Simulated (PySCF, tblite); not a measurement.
**C4H7FS2Si: geometry, infrared bands and NMR shifts**

Wanted: the infrared bands and NMR shifts of C4H7FS2Si (`F[Si@@H]1CC(=S)[C@H](S)C1`), by calculation.

The runs use tblite 0.8.0 and PySCF 2.14.0, with density-fitted response routines of our own; the level of theory stands in each step. All values are computed, except where a source is named. Atoms count from 0, in the outputs and in this text.

## (1) The starting structure

15 atoms, charge 0, multiplicity 1; geometry from: force field or distance geometry start.

Bonds of the start (Å): F0–Si1 1.68, Si1–C2 1.90, C2–C3 1.48, C3–S4 1.45, C3–C5 1.45, C5–S6 1.83, C5–C7 1.50, C7–Si1 1.88, Si1–H8 1.46, C2–H9 1.09, C2–H10 1.12, C5–H11 1.11, S6–H12 1.40, C7–H13 1.10, C7–H14 1.11.

## (2) Relaxing the molecule with GFN2-xTB

The job: settings as JSON, then the geometry in Å.

```
{"job": {"kind": "relax", "xc": "GFN2-xTB", "basis": "xTB"}, "charge": 0, "multiplicity": 1}
F     -0.907300     0.496700     2.169300
Si    -1.177800    -0.399800     0.773100
C      0.364300    -1.401800     0.315600
C      1.080300    -0.474300    -0.586200
S      2.312400    -0.863100    -1.244400
C      0.455000     0.826500    -0.724000
S      0.903200     1.957700     0.648500
C     -1.042200     0.701100    -0.747000
H     -2.388300    -1.208500     0.800200
H      0.915700    -1.752200     1.184100
H      0.007700    -2.249100    -0.327500
H      0.767700     1.297000    -1.675700
H      1.652700     1.272200     1.613300
H     -1.383700     0.134000    -1.629100
H     -1.564100     1.671500    -0.592100
```

Command:

```sh
$ OMP_NUM_THREADS=1 python probes_run.py task.json out
```

This one command runs all jobs of the session in turn.

**Question.** This job is followed by: GFN2-xTB harmonic vibrations, gas phase; GIAO PBE0/pcSseg-1 NMR shielding, non-relativistic, gas phase. What will the session give for the following? strongest single infrared mode (GFN2-xTB); zero-point energy (GFN2-xTB); ¹³C shifts against TMS (PBE0/pcSseg-1); ¹H shifts against TMS (PBE0/pcSseg-1); ¹⁹F shifts against CFCl3 (PBE0/pcSseg-1); ²⁹Si shifts against TMS (PBE0/pcSseg-1); ³³S shifts against CS2 (PBE0/pcSseg-1).

**Answer**, as computed:

| quantity | value |
| --- | --- |
| strongest single infrared mode (GFN2-xTB) | 2411 cm⁻¹, 321 km/mol |
| zero-point energy (GFN2-xTB) | 61.7 kcal/mol |
| ¹³C shifts against TMS (PBE0/pcSseg-1) | 275.2, 59.9, 39.6, 29.3 ppm |
| ¹H shifts against TMS (PBE0/pcSseg-1) | 5.51, 3.96, 3.41, 2.94, 2.93, 1.95, 1.73 ppm |
| ¹⁹F shifts against CFCl3 (PBE0/pcSseg-1) | -192.8 ppm |
| ²⁹Si shifts against TMS (PBE0/pcSseg-1) | 32.7 ppm |
| ³³S shifts against CS2 (PBE0/pcSseg-1) | 996, 63 ppm |

What this shows: Over 106 steps the energy fell by 1.774 eV; of the close pairs, C3–S4 changed most, 1.450 to 1.622 Å. All 39 modes are real, so the xTB geometry is a minimum. The strongest single mode, at 2411 cm⁻¹, moves mainly H8. GFN2-xTB is a fitted tight-binding method: band positions and strengths are rough. Its intensities can rank the bands wrongly. C3 (thiocarbonyl carbon) lies farthest downfield among carbon, at 275.2 ppm; low-lying n→π* states of the double bond to the heteroatom give a large paramagnetic term (-349 ppm). At PBE0/pcSseg-1: The widest tensor belongs to S4: span 2324 ppm, with a paramagnetic part of -1549 ppm.
